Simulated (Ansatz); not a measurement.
The system is CsLiCr2Te2S3.

```
CELL_PARAMETERS angstrom
3.67471 -0.00018 -0.00146
0.00068 6.25849 0.00267
0.09970 0.01509 18.87835
ATOMIC_POSITIONS crystal
Cs 0.00702 0.99658 0.60964
Cs 0.50622 0.49563 0.63737
Li 0.49757 0.83290 0.98554
Li 0.99760 0.33501 0.98513
Cr 0.99390 0.00068 0.13453
Cr 0.49393 0.50024 0.13461
Cr 0.00147 0.66940 0.83098
Cr 0.50140 0.16737 0.83340
Te 0.01027 0.59621 0.46271
Te 0.51068 0.22697 0.45459
Te 0.49158 0.83669 0.22777
Te 0.99165 0.33648 0.22784
S 0.99971 0.99979 0.90043
S 0.49974 0.50461 0.89926
S 0.99553 0.66614 0.07188
S 0.49551 0.16656 0.07160
S 0.50316 0.84068 0.76492
S 0.00305 0.32804 0.76778
```

The cell was built by a generator and needn't be a form met in nature.

| Item | Value |
| --- | --- |
| Program | Ansatz 0.2.0 |
| Task | single point |
| Functional | PBE |
| Potentials or basis | Ansatz PAW |
| Cutoff | 420 eV (not typed: the program's choice for these potentials) |
| k mesh | 7 × 5 × 2 |
| Occupations | fermi-dirac, width 0.05 eV |
| Spin | collinear spin, ferromagnetic start |
| Starting moments | [0.0, 0.0, 0.0, 0.0, 3.0, 3.0, 3.0, 3.0, 0.0, 0.0, 0.0, 0.0, 0.0, 0.0, 0.0, 0.0, 0.0, 0.0] μB |

On this cell: pressure 0.0 GPa; largest force 0.064 eV/Å; net moment 11.45 μB per cell; site moments Cs +0.00, -0.00; Li -0.01; Cr +2.64, +2.63, +2.77, +2.74; Te -0.00, -0.14; S -0.05, -0.06 μB; band gap on the k mesh none (metal or under the smearing width).

The same run follows on a disturbed copy (atoms moved at random, drawn with an rms of 0.05 Å):

```
Cs Li Cr Te S
1.0
     3.67471   -0.00018   -0.00146
     0.00068    6.25849    0.00267
     0.09970    0.01509   18.87835
Cs Li Cr Te S
2 2 4 4 6
Direct
  0.99489 0.99731 0.60831
  0.49489 0.49725 0.63941
  0.50523 0.83093 0.98728
  0.00291 0.33538 0.98462
  0.99021 0.99681 0.13223
  0.48846 0.49935 0.13657
  0.99688 0.66263 0.82956
  0.50584 0.17225 0.83348
  0.00127 0.60005 0.46227
  0.50758 0.23515 0.45292
  0.49678 0.83883 0.23129
  0.99204 0.33974 0.22607
  0.99274 0.00398 0.90132
  0.51263 0.50733 0.89724
  0.99120 0.66978 0.07359
  0.49806 0.16209 0.07048
  0.50985 0.84294 0.76526
  0.00184 0.32710 0.77327
```

Q: What changes?

A: The energy (extrapolated to zero smearing) moves by +9.0 meV/atom; pressure 0.3 GPa; largest force 1.005 eV/Å; net moment 11.46 μB per cell; site moments Cs +0.00; Li -0.01; Cr +2.58, +2.67, +2.70; Te -0.00, -0.15, -0.13; S -0.05, -0.06 μB; band gap on the k mesh none (metal or under the smearing width).

Forces on the atoms (eV/Å):
```
Cs   0.037  0.044  0.001
Cs   0.023 -0.083  0.063
Li  -0.020  0.031 -0.056
Li  -0.008 -0.025  0.016
Cr   0.120  0.301  0.523
Cr   0.090  0.095 -0.192
Cr   0.318  0.773  0.315
Cr  -0.159 -0.529  0.456
Te   0.030  0.073  0.057
Te  -0.045 -0.096  0.034
Te  -0.068 -0.017 -0.408
Te  -0.053 -0.228  0.203
S    0.167 -0.206 -0.058
S   -0.295  0.013  0.349
S    0.038 -0.366 -0.260
S   -0.104  0.225  0.132
S   -0.155 -0.045 -0.175
S    0.085  0.042 -1.000
```

Stress tensor (GPa, compression positive):
```
 0.24  0.11 -0.11
 0.11  0.63 -0.09
-0.11 -0.09  0.15
```

Caveats: only a ferromagnetic start was run, and an antiferromagnetic order may lie lower in energy.
